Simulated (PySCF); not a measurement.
# Changing the system itself: WO3

How does WO3 answer to another spin, charge, distance or environment?

Method: each script names its method and basis; program: PySCF 2.14.0.

1 further run of the same task is left out (for a known fault of the program).

## (1) Starting geometry

WO3: 4 atoms, charge 0, spin multiplicity 1.

Bond lengths: W1–O2 1.737 Å, W1–O3 1.737 Å, W1–O4 1.737 Å. Angles: O2–W1–O3 106.2°, O2–W1–O4 106.2°, O3–W1–O4 106.2°.

## (2) Base script

File input.py:

```python
from pyscf import gto, scf
from pyscf.hessian import thermo

mol = gto.M(
    atom='W 0 0 -0.138; O 1.6037 0 0.5291; O -0.8019 1.3889 0.5291; O -0.8019 -1.3889 0.5291',
    basis='sbkjc',
    ecp={'W': 'sbkjc', 'O': 'sbkjc'},
    charge=0,
    spin=0,
    symmetry=True,
    verbose=4,
)
mf = scf.RHF(mol)
mf.level_shift = 0.3
mf.kernel()
hess = mf.Hessian().kernel()
print('wavenumber (cm^-1) =', thermo.harmonic_analysis(mol, hess)['freq_wavenumber'].round(1))
mf.dip_moment()
print('orbital energies (hartree):', mf.mo_energy[..., max(0, mol.nelec[1]-3):mol.nelec[0]+3].round(4))
```

On the command line:

```sh
OMP_NUM_THREADS=1 python input.py
```

Its log is not repeated here.

Base result: E(SCF) = -114.037490 Eh, μ = 7.35 D, wavenumbers 317, 362, 362, 919, 919, 1034 cm⁻¹.

## (3) Coordinates × 1.12

Run 1 changes geometry: coordinates × 1 → coordinates × 1.12.

File input.py:

```python
from pyscf import gto, scf
from pyscf.hessian import thermo

mol = gto.M(
    atom='W 0 0 -0.1546; O 1.7961 0 0.5926; O -0.8981 1.5556 0.5926; O -0.8981 -1.5556 0.5926',
    basis='sbkjc',
    ecp={'W': 'sbkjc', 'O': 'sbkjc'},
    charge=0,
    spin=0,
    symmetry=True,
    verbose=4,
)
mf = scf.RHF(mol)
mf.level_shift = 0.3
mf.kernel()
hess = mf.Hessian().kernel()
print('wavenumber (cm^-1) =', thermo.harmonic_analysis(mol, hess)['freq_wavenumber'].round(1))
mf.dip_moment()
print('orbital energies (hartree):', mf.mo_energy[..., max(0, mol.nelec[1]-3):mol.nelec[0]+3].round(4))
```

On the command line:

```sh
OMP_NUM_THREADS=1 python input.py
```

## (4) Triplet (UHF)

Run 2 changes spin (2S): 0 → 2; SCF type: RHF → UHF.

input.py, as its differences from that of step 2:

```diff
@@ -8,3 +8,3 @@
     charge=0,
-    spin=0,
+    spin=2,
     symmetry=True,
@@ -12,3 +12,3 @@
 )
-mf = scf.RHF(mol)
+mf = scf.UHF(mol)
 mf.level_shift = 0.3
@@ -18,2 +18,2 @@
 mf.dip_moment()
-print('orbital energies (hartree):', mf.mo_energy[..., max(0, mol.nelec[1]-3):mol.nelec[0]+3].round(4))
+print('orbital energies (hartree):', [e[max(0, n-3):n+3].round(4) for e, n in zip(mf.mo_energy, mol.nelec)])
```

What does the calculation give? Wanted: for each run, E(SCF); from base; gap, α spin; SCF dipole; after the SCF.

**Answer**, as computed:

| run | E(SCF) (hartree) | from base (eV) | cycles | gap, α spin (eV) | SCF dipole (D) | after the SCF |
| --- | --- | --- | --- | --- | --- | --- |
| base | -114.037490 | 0 | 18 | 10.41 | 7.35 | highest mode 1034 cm⁻¹ |
| coordinates × 1.12 | -113.907281 | +3.5432 | 23 | 9.65 | 7.55 | highest mode 502 cm⁻¹ |
| triplet (UHF) | -113.994335 | +1.1743 | 28 | 11.56 | 3.56 | highest mode 1009 cm⁻¹ |

In words: Of the runs whose energies can be compared, “coordinates × 1.12” moves the SCF energy most (+3.543 eV). The triplet solution found lies 1.17 eV above the base singlet at this geometry and level.
